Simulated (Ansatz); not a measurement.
GdO:

```
Gd O
1.0
     0.00000    2.70000    2.70000
     2.70000    0.00000    2.70000
     2.70000    2.70000    0.00000
Gd O
1 1
Direct
  0.00000 0.00000 0.00000
  0.25000 0.25000 0.25000
```

The cell comes from a database or a generator and needn't be the stable form of this composition.

| Item | Value |
| --- | --- |
| Program | Ansatz 0.2.0 |
| Task | relaxation of cell and atoms |
| Functional | PBE0 |
| Potentials or basis | Ansatz PAW |
| Cutoff | 420 eV (not typed: the program's choice for these potentials) |
| k mesh | 5 × 5 × 5 |
| Occupations | fermi-dirac, width 0.05 eV |
| Spin | collinear spin, ferromagnetic start |
| Starting moments | [7.0, 0.0] μB |

At the start: volume 19.68 Å³/atom.

Q: How do energy, volume and symmetry change on relaxing?

A: It ends after 6 steps and the volume is 19.28 Å³/atom (-2.0 %); space group F-43m (No. 216, to 0.05 Å); moment 7.98 μB per cell.

Step by step:
| step | energy change (eV) | largest force (eV/Å) | volume (Å³) |
| --- | --- | --- | --- |
| 1 | 0.0000 | 0.0000 | 39.37 |
| 2 | -0.0044 | 0.0000 | 38.02 |
| 3 | -0.0065 | 0.0000 | 38.60 |
| 4 | -0.0056 | 0.0000 | 38.60 |
| 5 | -0.0056 | 0.0000 | 38.57 |
| 6 | -0.0055 | 0.0000 | 38.57 |

Final structure:
```
Gd O
1.0
     0.00000    2.68162    2.68162
     2.68162    0.00000    2.68162
     2.68162    2.68162    0.00000
Gd O
1 1
Direct
  0.00000 0.00000 0.00000
  0.25000 0.25000 0.25000
```

Caveat: the k mesh is coarse (spacing up to 0.40 Å⁻¹), so the values aren't converged, least of all with exact exchange; the magnetic or orbital state may not be the lowest; the plane-wave basis is chosen anew once the cell has moved, so the energies of steps on either side of that aren't comparable; a cell with one magnetic atom can't hold antiferromagnetic order, which such compounds often take; the PAW data sets come from PBE, with cores solved anew for the run's functional, which leaves a small shift of forces and pressure.
